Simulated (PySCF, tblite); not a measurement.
# C₆H₁₁N+ (doublet): geometry, infrared bands and EPR parameters

What infrared bands and EPR parameters should C₆H₁₁N+ (doublet) (`CC1=C[C@@H](C[NH2+])C1`) show?

Computed with tblite 0.8.0 and PySCF 2.14.0, with density-fitted response routines of our own, on a single molecule in the gas phase. Atoms are numbered from 0 throughout.

### 1 The starting structure

18 atoms, charge 1, multiplicity 2; geometry from: force field or distance geometry start.

Bonds of the start (Å): C0–C1 1.56, C1–C2 1.33, C2–C3 1.51, C3–C4 1.53, C4–N5 1.47, C3–C6 1.55, C6–C1 1.52, C0–H7 1.09, C0–H8 1.09, C0–H9 1.09, C2–H10 1.09, C3–H11 1.10, C4–H12 1.10, C4–H13 1.10, N5–H14 1.03, N5–H15 1.01, C6–H16 1.10, C6–H17 1.10.

### 2 Optimising the geometry with GFN2-xTB

The job: settings as JSON, then the geometry in Å.

```
{"job": {"kind": "relax", "xc": "GFN2-xTB", "basis": "xTB"}, "charge": 1, "multiplicity": 2}
C      2.864700    -0.022200    -0.215100
C      1.332400     0.057200     0.081700
C      0.349600     0.851600    -0.326300
C     -0.716600     0.178700     0.513700
C     -1.881000    -0.490000    -0.213700
N     -2.808900     0.503800    -0.777300
C      0.418800    -0.787700     0.950500
H      3.332700    -0.796000     0.393600
H      3.341300     0.932500     0.018300
H      3.015600    -0.250300    -1.266400
H      0.296800     1.703200    -1.007000
H     -1.087900     0.776500     1.362600
H     -2.441700    -1.131900     0.477600
H     -1.515000    -1.126800    -1.039100
H     -3.130100     1.132600    -0.030900
H     -2.304900     1.093600    -1.427400
H      0.629900    -0.778800     2.033000
H      0.295300    -1.839600     0.640500
```

Command:

```sh
$ OMP_NUM_THREADS=1 python probes_run.py task.json out
```

This one command runs all jobs of the session in turn.

The program printed:

```text
step      E/eV     max force
  0    -566.95436    3.881
  1    -567.20778    2.254
  2    -567.29801    0.684
  3    -567.35216    0.547
  4    -567.38964    0.562
  5    -567.41963    0.330
  6    -567.43423    0.275
  7    -567.44712    0.286
  8    -567.45642    0.278
  9    -567.46469    0.202
 10    -567.47245    0.216
 11    -567.48086    0.225
 12    -567.48726    0.235
 13    -567.49088    0.131
 14    -567.49337    0.122
 15    -567.49601    0.137
 16    -567.49912    0.188
 17    -567.50223    0.155
 18    -567.50449    0.085
 19    -567.50581    0.075
 20    -567.50662    0.068
 21    -567.50731    0.059
 22    -567.50799    0.059
 23    -567.50867    0.066
 24    -567.50929    0.070
 25    -567.50996    0.059
 26    -567.51082    0.076
 27    -567.51195    0.093
 28    -567.51315    0.088
 29    -567.51411    0.073
 30    -567.51475    0.059
 31    -567.51526    0.053
 32    -567.51566    0.045
 33    -567.51597    0.045
 34    -567.51619    0.038
 35    -567.51638    0.026
 36    -567.51652    0.028
 37    -567.51660    0.024
 38    -567.51667    0.022
 39    -567.51675    0.022
 40    -567.51685    0.032
 41    -567.51695    0.036
 42    -567.51705    0.030
 43    -567.51717    0.026
 44    -567.51733    0.034
 45    -567.51751    0.040
 46    -567.51768    0.032
 47    -567.51780    0.025
 48    -567.51791    0.025
 49    -567.51803    0.030
 50    -567.51815    0.029
 51    -567.51826    0.024
 52    -567.51836    0.026
 53    -567.51848    0.025
 54    -567.51861    0.034
 55    -567.51878    0.035
 56    -567.51899    0.037
 57    -567.51925    0.048
 58    -567.51954    0.046
 59    -567.51980    0.030
 60    -567.51998    0.023
 61    -567.52011    0.022
 62    -567.52020    0.020
 63    -567.52024    0.013
 64    -567.52026    0.009
```

Run time: 0.29 s. Hardware: 1 thread of Arm Neoverse V2, shared host.

Along the way: (not every step is listed)

| step | energy from step 0 (eV) | largest force (eV/Å) |
| --- | --- | --- |
| 0 | 0.0000 | 3.8810 |
| 1 | -0.2534 | 2.2538 |
| 2 | -0.3437 | 0.6844 |
| 3 | -0.3978 | 0.5474 |
| 4 | -0.4353 | 0.5623 |
| 5 | -0.4653 | 0.3304 |
| 6 | -0.4799 | 0.2751 |
| 7 | -0.4928 | 0.2863 |
| 8 | -0.5021 | 0.2778 |
| 13 | -0.5365 | 0.1307 |
| 18 | -0.5501 | 0.0853 |
| 23 | -0.5543 | 0.0662 |
| 28 | -0.5588 | 0.0881 |
| 33 | -0.5616 | 0.0446 |
| 38 | -0.5623 | 0.0223 |
| 43 | -0.5628 | 0.0256 |
| 48 | -0.5636 | 0.0253 |
| 53 | -0.5641 | 0.0255 |
| 58 | -0.5652 | 0.0465 |
| 59 | -0.5654 | 0.0297 |
| 60 | -0.5656 | 0.0229 |
| 61 | -0.5658 | 0.0216 |
| 62 | -0.5658 | 0.0204 |
| 63 | -0.5659 | 0.0128 |
| 64 | -0.5659 | 0.0085 |

Close pairs (by a distance rule), those that changed most:

| bond | before (Å) | after (Å) | change (Å) |
| --- | --- | --- | --- |
| C0–C1 | 1.563 | 1.459 | -0.104 |
| C4–N5 | 1.472 | 1.393 | -0.079 |
| C3–C4 | 1.527 | 1.584 | +0.057 |
| C1–C2 | 1.328 | 1.368 | +0.040 |
| C2–C3 | 1.515 | 1.481 | -0.034 |
| N5–H14 | 1.027 | 1.008 | -0.020 |
| C2–H10 | 1.091 | 1.074 | -0.017 |
| C6–H17 | 1.104 | 1.088 | -0.016 |

The next job starts from the end point, and lists it.

### 3 Infrared spectrum with GFN2-xTB

The job: settings as JSON, then the geometry in Å.

```
{"job": {"kind": "ir", "xc": "GFN2-xTB", "basis": "xTB"}, "charge": 1, "multiplicity": 2}
C      2.839664    -0.061990    -0.114403
C      1.391553    -0.003055     0.051343
C      0.405200     0.849416    -0.362899
C     -0.617435     0.233901     0.514676
C     -1.850935    -0.389613    -0.258642
N     -2.810917     0.540531    -0.651340
C      0.463868    -0.804562     0.919543
H      3.286245    -0.813457     0.530991
H      3.302130     0.909399     0.069374
H      3.068423    -0.302222    -1.157525
H      0.361732     1.665043    -1.060357
H     -1.001540     0.856931     1.321025
H     -2.285162    -1.090642     0.463953
H     -1.474249    -0.932255    -1.126666
H     -3.327840     1.044640     0.051866
H     -2.766928     0.963816    -1.563543
H      0.741730    -0.844256     1.971573
H      0.265702    -1.815305     0.569379
```

The program printed:

```text
mode    cm-1     km/mol
  1     -86.3      5.15
  2      82.2      1.63
  3     106.4      1.88
  4     193.6      0.62
  5     268.8     35.56
  6     307.0      7.95
  7     337.6      2.54
  8     398.0     37.20
  9     427.4     19.17
 10     451.0    376.41
 11     668.3      9.17
 12     760.8     10.34
 13     784.4      2.98
 14     846.8     38.97
 15     871.6     10.96
 16     926.0     32.58
 17     966.2     24.79
 18     986.7      5.59
 19    1007.5     10.14
 20    1029.6     12.30
 21    1044.1      1.59
 22    1066.7      5.70
 23    1147.6     12.23
 24    1173.8      1.88
 25    1182.2     26.07
 26    1201.0      9.84
 27    1222.2     54.24
 28    1258.7      5.70
 29    1266.6      7.37
 30    1283.7     35.05
 31    1343.0    213.11
 32    1378.6     24.89
 33    1411.5     69.65
 34    1421.6      4.93
 35    1425.6     17.57
 36    1467.9     51.25
 37    1561.6    392.13
 38    2914.8     14.54
 39    2947.9     21.85
 40    2985.9      0.81
 41    2997.1     36.24
 42    3000.1      6.56
 43    3010.2      1.10
 44    3021.9      1.23
 45    3061.8      1.89
 46    3139.4      1.79
 47    3448.7    235.37
 48    3506.5     36.13
```

Run time: 0.41 s. Hardware: 1 thread of Arm Neoverse V2, shared host.

The strongest bands and the atoms that carry them (share of the mass-weighted mode):

| cm⁻¹ | km/mol | atoms |
| --- | --- | --- |
| 451 | 376.4 | H14 39 %, N5 30 %, H15 20 % |
| 847 | 39.0 | H12 24 %, H13 19 %, H14 17 %, H15 16 % |
| 1222 | 54.2 | H12 31 %, N5 17 %, C4 12 % |
| 1343 | 213.1 | H8 42 %, H9 37 %, C0 14 % |
| 1412 | 69.7 | H13 27 %, H12 24 %, H17 11 %, H16 11 % |
| 1468 | 51.2 | H14 35 %, H15 33 %, N5 10 % |
| 1562 | 392.1 | C1 60 %, C2 26 % |
| 3449 | 235.4 | H14 61 %, H15 36 % |

### 4 EPR parameters: B3LYP/pcH-1

Settings changed since step 3:

```diff
@@ -1,2 +1,2 @@
-{"job": {"kind": "ir", "xc": "GFN2-xTB", "basis": "xTB"}, "charge": 1, "multiplicity": 2}
+{"job": {"kind": "epr", "basis": "pcH-1"}, "charge": 1, "multiplicity": 2}
 C      2.839664    -0.061990    -0.114403
```

Level: UKS B3LYP, pcH-1 on C H N, non-relativistic, mean-field spin-orbit, GIAO.

The program printed:

```text
UKS, coarse grid
  cycle   1  E = -289.66224191  |g| = 2.44e-01
  cycle   2  E = -289.65108738  |g| = 2.66e-01
  cycle   3  E = -289.67331193  |g| = 1.82e-01
  cycle   4  E = -289.69058403  |g| = 4.53e-02
  cycle   5  E = -289.69156248  |g| = 1.13e-02
  cycle   6  E = -289.69161061  |g| = 5.07e-03
  cycle   7  E = -289.69162411  |g| = 1.73e-03
  cycle   8  E = -289.69162552  |g| = 1.02e-03
  cycle   9  E = -289.69162595  |g| = 5.28e-04
UKS, final grid
  cycle   1  E = -289.69158297  |g| = 1.53e-03
  cycle   2  E = -289.69156873  |g| = 5.32e-03
  cycle   3  E = -289.69158431  |g| = 1.88e-04
  cycle   4  E = -289.69158432  |g| = 7.92e-05
  cycle   5  E = -289.69158433  |g| = 3.92e-05
  cycle   6  E = -289.69158433  |g| = 1.13e-05
E = -289.69158433 Eh   <S^2> = 0.7536 (exact 0.7500)
g shifts (ppm)      1          2          3
  rmc          -186       -186       -186
  gc              7         22         32
  oz_so         141       1234       1739
  total         -38       1070       1585
hyperfine (MHz)  atom isotope    a_iso     a_fc   dipolar eigenvalues
    0   13C      -2.62      -2.62     -2.93     -1.78      4.71
    1   13C      11.83      11.83    -18.73    -16.56     35.29
    2   13C       8.84       8.84    -19.28    -17.16     36.44
    3   13C       2.98       2.98    -13.63    -13.18     26.81
    4   13C     -11.37     -11.37    -12.68     -9.98     22.66
    5   14N      23.78      23.78    -20.29    -20.24     40.53
    6   13C      -6.58      -6.58     -2.70     -1.10      3.80
    7    1H      -1.21      -1.21     -1.99     -1.27      3.26
    8    1H      27.22      27.22     -2.90     -1.78      4.69
    9    1H      63.57      63.57     -3.12      0.04      3.08
   10    1H     -12.79     -12.79     -8.40     -1.94     10.34
   11    1H      16.98      16.98     -6.48      0.16      6.31
   12    1H     110.87     110.87     -5.51     -4.29      9.80
   13    1H       5.08       5.08     -5.48     -0.58      6.06
   14    1H     -27.42     -27.42    -23.35     -5.47     28.82
   15    1H     -27.31     -27.31    -23.76     -5.02     28.78
   16    1H       9.06       9.06     -3.55     -1.07      4.62
   17    1H       9.95       9.95     -3.30     -0.26      3.57
```

Wall time 61 s (1 thread of Arm Neoverse V2, shared host); peak memory 1.1 GiB.

Principal g values 2.00228, 2.00339, 2.00390; g(iso) = 2.00319, against 2.00232 for a free electron.

Mean a(iso) over the nuclei that a row names, and the largest dipolar term of the row (other rows stand at the frozen geometry):

| nuclei | isotope | a(iso) (MHz) | a(iso) (G, at g = 2.0023) | largest dipolar term (MHz) |
| --- | --- | --- | --- | --- |
| H12 | 1H | 110.9 | 39.6 | 9.8 |
| H7, H8, H9 | 1H | 29.9 | 10.7 | 4.7 |
| H14, H15 | 1H | -27.4 | -9.8 | 28.8 |
| N5 | 14N | 23.8 | 8.5 | 40.5 |
| H11 | 1H | 17.0 | 6.1 | -6.5 |
| H10 | 1H | -12.8 | -4.6 | 10.3 |
| C1 | 13C | 11.8 | 4.2 | 35.3 |
| C4 | 13C | -11.4 | -4.1 | 22.7 |
| H17 | 1H | 9.9 | 3.6 | 3.6 |
| H16 | 1H | 9.1 | 3.2 | 4.6 |
| C2 | 13C | 8.8 | 3.2 | 36.4 |
| C6 | 13C | -6.6 | -2.3 | 3.8 |
| H13 | 1H | 5.1 | 1.8 | 6.1 |
| C3 | 13C | 3.0 | 1.1 | 26.8 |

Mulliken spin populations:

C0 0.00; C1 0.20; C2 0.21; C3 0.06; C4 0.03; N5 0.43; C6 0.00; H7 0.00; H8 0.01; H9 0.02; H10 -0.01; H11 0.01; H12 0.05; H13 0.00; H14 -0.01; H15 -0.01; H16 0.00; H17 0.00

In first order the couplings over 0.8 MHz of 1H, 14N give 2155 distinct lines over 127.3 G, if the averaged nuclei exchange fast.

Orbitals, density, ELF and potential are computed afterwards from the orbital file.

ELF in a plane through or near 7 of the atoms.

Values, 10 rows by 14 columns:
```
0.00 0.00 0.00 0.00 0.00 0.00 0.00 0.00 0.00 0.00 0.00 0.00 0.00 0.00
0.00 0.00 0.00 0.00 0.00 0.00 0.02 0.03 0.00 0.00 0.00 0.00 0.00 0.00
0.00 0.00 0.00 0.02 0.01 0.00 0.91 0.98 0.06 0.00 0.09 0.01 0.00 0.00
0.00 0.00 0.16 0.68 0.27 0.03 0.79 0.93 0.02 0.30 0.83 0.20 0.00 0.00
0.00 0.00 0.15 0.76 0.47 0.54 0.79 0.85 0.23 0.63 0.17 0.64 0.06 0.00
0.00 0.01 0.66 0.96 0.62 0.37 0.57 0.44 0.90 0.50 0.53 0.61 0.06 0.00
0.00 0.00 0.87 0.98 0.06 0.37 0.45 0.70 0.15 0.94 0.35 0.01 0.00 0.00
0.00 0.00 0.00 0.03 0.01 0.47 0.66 0.17 0.01 0.91 0.71 0.00 0.00 0.00
0.00 0.00 0.00 0.00 0.00 0.04 0.05 0.01 0.00 0.00 0.00 0.00 0.00 0.00
0.00 0.00 0.00 0.00 0.00 0.00 0.00 0.00 0.00 0.00 0.00 0.00 0.00 0.00
```
The map spans 12.0 Å across and 9.1 Å up, centred on the molecule. Atoms in the plane (x, y in Å): C0 (-2.8, 0.4), C1 (-1.4, 0.1), C2 (-0.3, 0.9), N5 (2.9, 0.5), C6 (-0.6, -1.1), H7 (-3.4, -0.6), H10 (-0.1, 2.0).

log10 of the density (e/Å³) in the same plane.

Ten even steps from ' ' (-4.0) to '@' (1.4):
```
                                                        
                                                        
                      ....::::..                        
            ..........::------::..    ....              
        ..::::::::::::--==++++==::::::::::::..          
      ..::--======----++**##**++------==++==--::..      
    ..::--==++++++====++**##**++====++++**++==--::      
    ..--==++**##**++****##%%##**====++**##**++==::..    
    ::--==**##%%##########%%##********%%%%##**++--::    
    ::--==**##%%####@@@@##########**####%%##**++--::    
    ::--++**##############################**++==--..    
    ::--++**##******##################**++++==--::      
    ..::==++++++==++**##@@%%****++******++==--::        
      ..::--==----==++######**++==++**++==--::..        
        ..::::::--==++******++==--======--::..          
              ..::--========----::::--::::..            
                ..::::------::::........                
                  ....::::::..                          
                                                        
                                                        
```
The map spans 12.0 Å across and 9.1 Å up, centred on the molecule. Atoms in the plane (x, y in Å): C0 (-2.8, 0.4), C1 (-1.4, 0.1), C2 (-0.3, 0.9), N5 (2.9, 0.5), C6 (-0.6, -1.1), H7 (-3.4, -0.6), H10 (-0.1, 2.0).

On the surface of density 0.002 e/bohr³ the electrostatic potential runs, from the 1st to the 99th percentile, from 3.55 V near N5 to 6.07 V near H15.

The spin density lies nearest to N5 31 %; C1, C2 about 16 % each; C3, C4 about 7 % each.

### 5 Results

```
                                 quantity                  value
strongest single infrared mode (GFN2-xTB)  1562 cm⁻¹, 392 km/mol
             zero-point energy (GFN2-xTB)          96.2 kcal/mol
                           g(iso) (B3LYP)                2.00319
                                     ⟨S²⟩     0.754 (exact 0.75)
       largest a(iso) (averaged by class)   1H on H12, 110.9 MHz
```

**Reading.** Over 64 steps the energy fell by 0.566 eV; of the close pairs, C0–C1 changed most, 1.563 to 1.459 Å. The lowest mode is imaginary (86i cm⁻¹), so the xTB geometry is not a minimum. The strongest single mode, at 1562 cm⁻¹, moves mainly C1. Unscaled tight-binding wavenumbers are off by several per cent, some by more. Its intensities can rank the bands wrongly. N5 carries the largest spin population, 0.43 e. The isotropic g lies 0.9 ppt above the free-electron value.
